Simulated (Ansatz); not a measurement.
# Te3WCl2: the cost of one run

Computed with Ansatz 0.2.0 (DFT PBE, scalar-relativistic, plane waves, PAW, unless a step's input says otherwise).

2 further runs of the same task are left out: 1 that didn't finish, 1 set aside as unsound or not needed.

### Step 1. The starting structure

The structure is hexagonal, space group P6/mmm (No. 191). The conventional cell has a = 5.212 Å, b = 5.212 Å, c = 7.260 Å, α = 90.00°, β = 90.00°, γ = 120.00°. Te (site symmetry mmm) is surrounded by 4 Te at 2.61 Å. Around W (site symmetry 6/mmm) lie 6 Cl at 3.01 Å. Cl (site symmetry -6m2) is surrounded by 3 Cl at 3.01 Å and 3 W at 3.01 Å.

Coordinates:

```xyz
6
Lattice="5.2121 0.0000 0.0000 -2.6060 4.5138 0.0000 0.0000 0.0000 7.2599" Properties=species:S:1:pos:R:3 pbc="T T T"
Te    2.6060    0.0000    0.0000
Te   -1.3030    2.2569    0.0000
Te    1.3030    2.2569    0.0000
W     0.0000    0.0000    3.6299
Cl    0.0000    3.0092    3.6299
Cl    2.6060    1.5046    3.6299
```

Recipe of the guess: random cell by space group and Wyckoff sites (P6/mmm, No. 191). Lengths come from tabulated atomic sizes and are only a guess.

### Step 2. Probe: one point on a coarse mesh

input.yaml reads:

```yaml
crystal:
  lattice:
    - [5.21205995, 0.0, 0.0]
    - [-2.60602998, 4.51377633, 0.0]
    - [0.0, 0.0, 7.25988325]
  atoms:
    - { symbol: Te, position: [0.5, 0.0, 0.0] }
    - { symbol: Te, position: [0.0, 0.5, 0.0] }
    - { symbol: Te, position: [0.5, 0.5, 0.0] }
    - { symbol: W, position: [0.0, 0.0, 0.5] }
    - { symbol: Cl, position: [0.33333333, 0.66666667, 0.5] }
    - { symbol: Cl, position: [0.66666667, 0.33333333, 0.5] }
basis:
  ecutwfc: 420
kpoints:
  mp_grid: { grid: [6, 6, 4] }
hamiltonian:
  xc: pbe
scf:
  occupations: { method: gaussian, width: 0.1 }
  lower_state_search: "off"
output:
  forces: true
  stress: true
  eigenvalues: true
```

Run with:

```bash
$ ansatz run input.yaml --threads 1 --pin off --max-ram 2560MiB --backend cpu --events-out ev --progress --plain --runs-dir out
```

Q: Estimate wall time and peak memory on 1 thread of Intel Xeon 6975P-C (Granite Rapids), shared host.

About 5.4 s, with a peak of 0.53 GiB.
